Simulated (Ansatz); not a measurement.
# One shape, several levels: AgH (SMILES [AgH])

We compute a comparison of 6 runs (HF/STO-3G, B2PLYP/def2-TZVPP, BHLYP/def2-TZVPP, HSE06/def2-TZVPP, CCSD/def2-TZVPP, CCSD(T)/def2-TZVPP) of AgH. 

The results are computed with Ansatz 0.2.0.

29 further runs of the same task are left out: 29 set aside as unsound or not needed.

### Step 1. The structure to begin with

AgH: 2 atoms, total charge 0, spin state singlet. As SMILES, `[AgH]`. The Ag1–H2 distance was set to 1.861 Å, away from the relaxed value.

Bond lengths: Ag1–H2 1.861 Å.

### Step 2. A single-point energy at HF/STO-3G (run 1)

Contents of run.yaml:

```yaml
crystal:
  periodic: [false, false, false]
  atoms:
    - symbol: Ag
      position_ang: [0.000000, 0.000000, -0.242700]
    - symbol: H
      position_ang: [0.000000, 0.000000, 1.618100]
basis:
  gaussian:
    orbitals: STO-3G
magnetization:
  spin_polarized: false
hamiltonian:
  xc: hf
accuracy: high
output: {orbitals: {seedname: orbitals}}
```

Command:

```
$ ansatz run run.yaml --threads 1 --pin off --max-ram 3480MiB --events-out events.jsonl --progress --plain --runs-dir runs
```

The log of the run:

```text
Warning: RAYON_NUM_THREADS=1 ignored (pool sized by the plan → 1); use --threads N
Functional definition: HF
  name "HF"
  exchange = exact_x
  correlation = 0
485 factors; integrals over basis functions are off by at most 4.7e-9 eV
mean field evaluation 1: about -140053.7451 eV, gradient 1.6e1 eV
mean field evaluation 2: about -140053.7559 eV, gradient 1.6e1 eV
mean field evaluation 4: about -140057.1535 eV, gradient 5.0e0 eV
mean field evaluation 8: about -140057.5861 eV, gradient 2.7e-1 eV
mean field evaluation 16: about -140057.5872 eV, gradient 9.5e-9 eV
mean field evaluation 32: about -140053.3926 eV, gradient 3.8e0 eV
mean field -140057.58717689 eV, -5147.0213943083 hartree, gradient 3.8e-8 eV, S^2 0.000000; 0 other end points of the search recorded, 0 dependent functions left out
reference -140057.58717689 eV, -5147.0213943083 hartree; 24, 24 occupied and 4, 4 virtual orbitals, 485 factors
Total energy: -140057.58717689 eV, -5147.0213943083 hartree
```

Wall time 0.57 s (1 thread of AMD EPYC 7R13 (Zen 3), shared host).

### Step 3. The energy at B2PLYP/def2-TZVPP (core potential) (run 2)

Contents of molecule.yaml:

```yaml
crystal:
  periodic: [false, false, false]
  atoms:
    - {symbol: Ag, position_ang: [0.000000, 0.000000, -0.242700]}
    - {symbol: H, position_ang: [0.000000, 0.000000, 1.618100]}
basis:
  gaussian:
    orbitals: def2-TZVPP
hamiltonian:
  xc: {name: B2PLYP}
correlation:
  frozen_orbitals: {Ag: 0, H: 0}
accuracy: high
output: {orbitals: {seedname: orbitals}}
```

Command:

```
$ ansatz run molecule.yaml --threads 1 --pin off --max-ram 3480MiB --events-out events.jsonl --progress --plain --runs-dir runs
```

The log of the run:

```text
Warning: RAYON_NUM_THREADS=1 ignored (pool sized by the plan → 1); use --threads N
Functional definition: B2PLYP
  name "B2PLYP"
  parameter a = 0.53
  parameter c = 0.27
  exchange = (1 - a)*b88_x + a*exact_x
  correlation = (1 - c)*lyp_c + c*(mp2_os + mp2_ss)
968 factors; integrals over basis functions are off by at most 3.0e-9 eV
mean field evaluation 1: about -4005.2965 eV, gradient 3.1e1 eV
mean field evaluation 2: about -4005.2961 eV, gradient 3.1e1 eV
mean field evaluation 4: about -4006.8119 eV, gradient 1.6e0 eV
mean field evaluation 8: about -4006.8186 eV, gradient 5.3e-2 eV
mean field evaluation 16: about -4006.8186 eV, gradient 5.6e-6 eV
mean field -4006.81860018 eV, -147.2478676374 hartree, gradient 4.4e-8 eV, S^2 0.000000; 0 other end points of the search recorded, 0 dependent functions left out
reference -4006.81861747 eV, -147.2478682727 hartree; 10, 10 occupied and 60, 60 virtual orbitals, 968 factors
second order -21.56459898 eV of doubles, -0.00000000 eV of singles
Total energy: -4012.64105919 eV, -147.4618390595 hartree
```

Run time: 3 s. Hardware: 1 thread of AMD EPYC 7R13 (Zen 3), shared host; peak memory 0.16 GiB.

Run 3 isn't shown in full; the table further down has it.

### Step 4. A single-point energy at HSE06/def2-TZVPP (core potential) (run 4)

Contents of in.yaml:

```yaml
crystal:
  periodic: [false, false, false]
  atoms:
    - {symbol: Ag, position_ang: [0.000000, 0.000000, -0.242700]}
    - {symbol: H, position_ang: [0.000000, 0.000000, 1.618100]}
basis:
  gaussian:
    orbitals: def2-TZVPP
hamiltonian:
  xc: hse06
accuracy: high
output: {orbitals: {seedname: orbitals}}
```

Command:

```
$ ansatz run in.yaml --threads 1 --pin off --max-ram 3480MiB --events-out events.jsonl --progress --plain --runs-dir runs
```

The log of the run:

```text
Warning: RAYON_NUM_THREADS=1 ignored (pool sized by the plan → 1); use --threads N
Functional definition: HSE06
  name "HSE06"
  parameter a = 0.25
  parameter omega = 0.11/bohr
  exchange = pbe_x - a*pbe_x_sr(omega) + a*exact_x_sr(omega)
  correlation = pbe_c
968 factors; integrals over basis functions are off by at most 3.0e-9 eV
64 factors; integrals over basis functions are off by at most 2.3e-9 eV
mean field evaluation 1: about -4013.2069 eV, gradient 3.1e1 eV
mean field evaluation 2: about -4010.9126 eV, gradient 5.3e1 eV
mean field evaluation 4: about -4014.8004 eV, gradient 8.9e-1 eV
mean field evaluation 8: about -4014.8007 eV, gradient 2.0e-2 eV
mean field evaluation 16: about -4014.8007 eV, gradient 1.2e-6 eV
mean field -4014.80070357 eV, -147.5412045264 hartree, gradient 6.4e-8 eV, S^2 0.000000; 0 other end points of the search recorded, 0 dependent functions left out
reference -4014.80070671 eV, -147.5412046421 hartree; 10, 10 occupied and 60, 60 virtual orbitals, 968 factors
Total energy: -4014.80070671 eV, -147.5412046421 hartree
```

It took 2.8 s on 1 thread of AMD EPYC 7R13 (Zen 3), shared host; peak memory 0.16 GiB.

Run 5 isn't shown in full; the table further down has it.

### Step 5. The energy at CCSD(T)/def2-TZVPP (core potential) (run 6)

Contents of run.yaml:

```yaml
crystal:
  periodic: [false, false, false]
  atoms:
    - symbol: Ag
      position_ang: [0.000000, 0.000000, -0.242700]
    - symbol: H
      position_ang: [0.000000, 0.000000, 1.618100]
basis:
  gaussian:
    orbitals: def2-TZVPP
correlation:
  method: ccsd_t
  frozen_orbitals: {Ag: 0, H: 0}
accuracy: high
scf:
  omitted_lower_state_checks: [cluster_reference, increment]
```

Command:

```
$ ansatz run run.yaml --threads 1 --pin off --max-ram 3480MiB --events-out events.jsonl --progress --plain --runs-dir runs
```

The log of the run (excerpt; [...] marks lines left out):

```text
Warning: RAYON_NUM_THREADS=1 ignored (pool sized by the plan → 1); use --threads N
[... 2 set-up lines as earlier in the session ...]
[...]
968 factors; integrals over basis functions are off by at most 3.0e-9 eV
[...]
mean field -3990.74467268 eV, -146.6571616969 hartree, gradient 7.5e-8 eV, S^2 0.000000; 1 other end points of the search recorded, 0 dependent functions left out
reference -3990.74467268 eV, -146.6571616969 hartree; 10, 10 occupied and 60, 60 virtual orbitals, 968 factors
second order -18.56020022 eV of doubles, -0.00000000 eV of singles
cycle   1  -17.36117970 eV  change     1.2e0 eV  update   1.1e-1
[...]
cycle  24  -17.91318728 eV  change    2.1e-9 eV  update  6.8e-10
perturbative correction -0.55123514 eV, -0.0202575178 hartree
Total energy: -4009.20909509 eV, -147.3357167052 hartree
Checks for a lower state left out: cluster_reference, increment
```

Run time: 4.2 s. Hardware: 1 thread of AMD EPYC 7R13 (Zen 3), shared host; peak memory 0.26 GiB.

### Step 6. Overview of the runs

```tsv
run	level	core potential	frozen core orbitals	energy (Eh)	HOMO energy (eV)	LUMO energy (eV)	HOMO–LUMO gap (eV)	wall time
1	HF/STO-3G	none	–	-5147.021394	-5.64	4.41	10.05	0.57 s
2	B2PLYP/def2-TZVPP (core potential)	def2-TZVPP	0	-147.461839	-7.55	-1.44	6.11	3 s
3	BHLYP/def2-TZVPP (core potential)	def2-TZVPP	–	-147.450145	-7.64	-1.68	5.96	2.1 s
4	HSE06/def2-TZVPP (core potential)	def2-TZVPP	–	-147.541205	-6.40	-2.68	3.73	2.8 s
5	CCSD/def2-TZVPP (core potential)	def2-TZVPP	0	-147.315459	–	–	–	3.3 s
6	CCSD(T)/def2-TZVPP (core potential)	def2-TZVPP	0	-147.335717	–	–	–	4.2 s
```

### Step 7. Results

| quantity | value |
| --- | --- |
| run 6: total energy | -147.33572 Eh |
| run 6: correlation energy | -678.6 mEh |
| run 6: (T) correction | -20.26 mEh |
| run 6: T1 diagnostic | 0.027 |

What this shows: Over runs 1, 2, 3, 4 the HOMO–LUMO gap runs from 3.73 eV (HSE06/def2-TZVPP) to 10.05 eV (HF/STO-3G). The two ends differ in method and basis and core potential. Totals of different functionals can't be ranked against each other. Some runs of one species differ in core potentials or relativity; totals across that change don't compare. In run 1 the basis is minimal, so the values are rough. In run 1 relativity is left out where basis or elements ask for it. All runs together took 16 s, the longest 4.2 s.
